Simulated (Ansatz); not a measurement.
# CBClF₄O: up Jacob's ladder to CCSD(T)

An exercise on one series of results from a longer session: the logs are not shown, and one member is left open.

The runs use Ansatz 0.2.0, Gaussian basis; functionals in def2-TZVPP, the program's frozen cores in correlated methods.

The runs, in order: LDA (SPW92), PBE-D4, revPBE-D4, BLYP-D4, r2SCAN-D4, B97M-V, PBE0-D4, B3LYP-D4, r2SCANh-D4, r2SCAN0-D4, HSE06-D4, BHLYP-D4, CAM-B3LYP-D4, LC-ωPBE, ωB97X-V, ωB97M-V, B2PLYP, PBE-QIDH; CCSD(T)/def2-SVP; CCSD(T)/def2-TZVPP; MP2/def2-QZVPP; extrapolation to the limit; RPA on PBE.

## Structure used throughout

The geometry comes from an earlier relaxation with PBE0-D4 in a triple-zeta def2 set; it is a stationary point, not always the lowest conformer.

SMILES `FB(Cl)OC(F)(F)F`, 8 atoms, charge 0, spin multiplicity 1.

Atoms are counted from 1 here; the program's logs count them from 0.

Bond lengths: F1–B2 1.312 Å, B2–Cl3 1.736 Å, B2–O4 1.366 Å, O4–C5 1.358 Å, C5–F6 1.329 Å, C5–F7 1.329 Å, C5–F8 1.319 Å. Angles: F1–B2–Cl3 120.6°, F1–B2–O4 121.5°, Cl3–B2–O4 118.0°, B2–O4–C5 123.8°, O4–C5–F6 111.5°, O4–C5–F7 111.5°, O4–C5–F8 108.2°, F6–C5–F7 108.2°, F6–C5–F8 108.6°, F7–C5–F8 108.6°.

The first run:

in.yaml

```yaml
crystal:
  periodic: [false, false, false]
  atoms:
    - {symbol: F, position_ang: [-0.075517, -1.329296, 1.338067]}
    - {symbol: B, position_ang: [0.849068, -0.874306, 0.525359]}
    - {symbol: Cl, position_ang: [2.453124, -1.536616, 0.554749]}
    - {symbol: O, position_ang: [0.586235, 0.127592, -0.365288]}
    - {symbol: C, position_ang: [-0.624405, 0.729412, -0.488660]}
    - {symbol: F, position_ang: [-0.992944, 1.320073, 0.643370]}
    - {symbol: F, position_ang: [-1.568878, -0.140764, -0.830656]}
    - {symbol: F, position_ang: [-0.534585, 1.646704, -1.432840]}
basis:
  gaussian: {orbitals: def2-TZVPP}
hamiltonian: {xc: lda}
output: {orbitals: {seedname: orbitals}}
```

The run is started by

```bash
$ ansatz run in.yaml --threads 2 --pin off --events-out ev --progress --plain --max-ram 20480MiB --backend cpu
```

Steps of the session up to this table: LDA; PBE-D4 (GGA); revPBE-D4 (GGA); BLYP-D4 (GGA); r2SCAN-D4 (meta-GGA); B97M-V (meta-GGA); B3LYP-D4 (hybrid); r2SCANh-D4 (hybrid); r2SCAN0-D4 (hybrid); HSE06-D4 (hybrid); BHLYP-D4 (hybrid); CAM-B3LYP-D4 (range-separated); LC-ωPBE (range-separated); ωB97X-V (range-separated); ωB97M-V (range-separated); B2PLYP (double hybrid); PBE-QIDH (double hybrid).

One table of the session follows, with a row left open; its other results are not shown here.

It belongs to the step «Frontier levels by functional». 

| functional | HOMO (eV) | gap (eV) |
| --- | --- | --- |
| LDA (SPW92) | -8.63 | 6.78 |
| PBE-D4 | -8.46 | 6.98 |
| revPBE-D4 | -8.39 | 7.06 |
| BLYP-D4 | -8.29 | 6.95 |
| r2SCAN-D4 | -8.85 | 7.78 |
| B97M-V | -8.96 | 8.01 |
| PBE0-D4 | ? | ? |
| B3LYP-D4 | -9.69 | 9.00 |
| r2SCANh-D4 | -9.42 | 8.70 |
| r2SCAN0-D4 | -10.26 | 10.07 |
| HSE06-D4 | -9.59 | 8.76 |
| BHLYP-D4 | -11.37 | 12.05 |
| CAM-B3LYP-D4 | -11.42 | 12.13 |
| LC-ωPBE | -12.89 | 14.88 |
| ωB97X-V | -12.49 | 14.40 |
| ωB97M-V | -12.32 | 14.04 |

Estimate the missing values for PBE0-D4.

As computed: HOMO (eV): -10.00; gap (eV): 9.56. In the column «HOMO (eV)» it lies between r2SCAN0-D4 (-10.26) and B3LYP-D4 (-9.69).
